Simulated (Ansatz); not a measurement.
A nudged elastic band was laid between two geometries of a periodic cell of 17 atoms, Na16H (host Na, host structure bcc, interstitial H).

Computed with DFT PBE, scalar-relativistic, plane waves, PAW (Ansatz 0.2.0). Settings: cutoff 420 eV, k mesh 2x2x2, gaussian smearing 0.15 eV, no spin polarisation.

```
movable images  : 7
climbing image  : yes
spring          : 1.0 eV/Å²
optimiser       : quadratic models (default)
start path      : IDPP
force threshold : 0.05 eV/Å
iteration limit : 59
end points      : relaxed
```

Initial state:

```xyz
17
Lattice="8.4600 0.0000 0.0000 0.0000 8.4600 0.0000 0.0000 0.0000 8.4600" Properties=species:S:1:pos:R:3
Na 0.046 0.003 0.145
Na 4.079 0.002 -0.086
Na -0.047 4.231 0.095
Na 0.042 0.003 4.085
Na 2.271 2.207 2.118
Na 4.323 4.231 -0.100
Na 4.079 0.002 4.320
Na 6.293 1.985 2.119
Na -0.048 4.231 4.138
Na 2.270 6.256 2.118
Na 2.012 2.205 6.346
Na 4.323 4.231 4.334
Na 6.290 6.475 2.119
Na 6.397 2.021 6.346
Na 2.012 6.258 6.346
Na 6.396 6.442 6.346
H 7.389 0.000 2.113
```

Final state:

```xyz
17
Lattice="8.4600 0.0000 0.0000 0.0000 8.4600 0.0000 0.0000 0.0000 8.4600" Properties=species:S:1:pos:R:3
Na 0.105 -0.005 -0.162
Na 4.132 -0.005 -0.160
Na 0.111 4.227 0.103
Na -0.150 -0.004 4.282
Na 2.117 2.006 2.180
Na 4.124 4.227 0.103
Na 4.385 -0.004 4.283
Na 6.348 1.966 2.055
Na -0.101 4.227 4.166
Na 2.117 6.446 2.180
Na 2.117 2.210 6.235
Na 4.337 4.227 4.165
Na 6.348 6.487 2.056
Na 6.349 2.211 6.506
Na 2.117 6.243 6.235
Na 6.349 6.239 6.507
H 6.346 -0.005 3.165
```

**Question.** What changes between the two ends?

**Answer.** Contacts lost: Na1–H17. Contacts made: Na7–H17. The atom that moves furthest is H17, by 1.48 Å; four of its nearest neighbours are Na1 2.26, Na4 2.26, Na8 2.27, Na13 2.27 Å at the first end and Na7 2.26, Na4 2.26, Na13 2.26, Na8 2.26 Å at the last.

**Question.** Give the energies along the band, and the barrier.

**Answer.** It converged. The highest image is number 5 of 0 to 8, 0.012 eV above the ends, which have the same energy within 2 meV. By the program's own check the climbing image is of a kind that is not told: the force calls were inconclusive, a negative curvature could not be distinguished from the path's own, the only one lies far off the path, or fixed occupations may fill a level only in part (lowest curvatures found: -0.06 and 0.08 eV/Å²). Limits of this set-up: coarse k mesh, odd electron count without spin, a small cell, in which the defect meets its images.

```csv
image,path coordinate (Å),energy (eV),Na1–H17 (Å),Na7–H17 (Å)
0,0.00,0.000,2.26,3.98
1,0.38,0.004,2.28,3.71
2,0.76,0.011,2.33,3.40
3,1.14,0.012,2.41,3.06
4,1.52,0.010,2.65,2.59
5,1.96,0.012,3.18,2.38
6,2.27,0.010,3.44,2.32
7,2.63,0.003,3.75,2.28
8,2.98,0.000,4.00,2.26
```

**Question.** What is the geometry of the highest image?

**Answer.** 
```xyz
17
Lattice="8.4600 0.0000 0.0000 0.0000 8.4600 0.0000 0.0000 0.0000 8.4600" Properties=species:S:1:pos:R:3
Na -0.060 -0.002 0.149
Na 4.315 -0.002 0.083
Na 0.150 4.228 0.005
Na -0.227 -0.002 4.056
Na 2.159 2.088 2.187
Na 4.127 4.228 -0.037
Na 4.521 -0.003 4.080
Na 6.353 2.242 2.078
Na 0.005 4.228 4.278
Na 2.159 6.369 2.187
Na 2.114 1.991 6.271
Na 4.272 4.228 4.320
Na 6.352 6.214 2.078
Na 6.392 2.128 6.459
Na 2.114 6.466 6.271
Na 6.392 6.329 6.459
H 6.380 -0.002 2.601
```

The band took 11 iterations and roughly 14 core-minutes.

Time of the run: 7.6 min on 2 threads of Intel(R) Xeon(R) Platinum 8488C (Sapphire Rapids), on a shared host, peak memory 2.5 GiB.
